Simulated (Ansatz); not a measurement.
Crystal: NiPdO2.

```xyz
4
Lattice="1.6360 0.9445 6.1767 -1.6360 0.9445 6.1767 0.0000 -1.8891 6.1767" Properties=species:S:1:pos:R:3 pbc="T T T"
Pd    0.0000    0.0000    0.0000
Ni    0.0000    0.0000    9.2651
O     0.0000    0.0000    1.9753
O     0.0000    0.0000   16.5549
```

The cell was built by a generator and needn't be a form met in nature.

Base run:

- Program: Ansatz 0.2.0
- Functional: PBEsol
- Potentials or basis: Ansatz PAW
- Cutoff: 420 eV (not typed: the program's choice for these potentials)
- k mesh: 7 × 7 × 7
- Occupations: gaussian, width 0.05 eV
- Spin: collinear spin, ferromagnetic start
- Starting moments: [0.0, 1.0, 0.0, 0.0] μB
- Hubbard terms: Ni d U = 8 eV, Pd d U = 8 eV

Its results: pressure -19.2 GPa; site moments Pd +0.01; Ni +1.72; O -0.24 μB; largest force 1.083 eV/Å.

Q: The run is repeated on the same cell with these changes: hubbard terms from Ni d U = 8 eV, Pd d U = 8 eV to none; hubbard projectors from ortho-atomic (the default) to none; fixed moment from none to 1 μB. What comes out?

A: Pressure -26.7 GPa; site moments Pd -0.13; Ni +1.07; O +0.04 μB; largest force 1.105 eV/Å.

Caveats: a cell with one magnetic atom can't hold antiferromagnetic order, which such compounds often take; the PAW data sets come from PBE, with cores solved anew for the run's functional, which leaves a small shift of forces and pressure; forces of over 1 eV/Å show positions far from the minimum, so gaps and moduli don't describe the material at rest; the magnetic or orbital state may not be the lowest (some runs); the total moment is fixed, so each spin has its own Fermi level (some runs); the thresholds are loose for stress (some runs).
